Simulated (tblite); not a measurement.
# H7NPSi2: the cost of one run

Programs: tblite 0.8.0 and PySCF 2.14.0. All values are calculated, for the isolated system unless a continuum is named. Atoms count from 0, parts from 1.

## Step 1: The system as given

11 atoms, charge 0, multiplicity 2; geometry: distance geometry start.

## Step 2: Geometry optimisation with GFN2-xTB

The job: settings as JSON, then the geometry in Å.

```
{"job": {"kind": "relax", "xc": "GFN2-xTB", "basis": "xTB"}, "charge": 0, "multiplicity": 2}
Si     1.646732    -0.749472    -0.135331
P      0.104332     0.612019    -0.826710
Si    -1.831277    -0.152426     0.000581
N      0.400980     2.299667    -0.333854
H      1.585974    -0.917347     1.338345
H      2.977936    -0.404650    -0.612478
H      1.286219    -2.076874    -0.679468
H     -1.845236    -1.572663    -0.380708
H     -1.693818    -0.089049     1.458180
H     -2.969774     0.592589    -0.493884
H      0.405603     2.440354     0.686370
```

With the program's defaults for keys left out, this is: GFN2-xTB geometry optimisation, gas phase.

Launch:

```sh
$ OMP_NUM_THREADS=1 python cluster_run.py task.json out
```

One launch serves the whole session: the jobs run in the order shown.

**Question.** How long does this first job take on 1 thread of Arm Neoverse V1, shared host?

About 1.6 s.
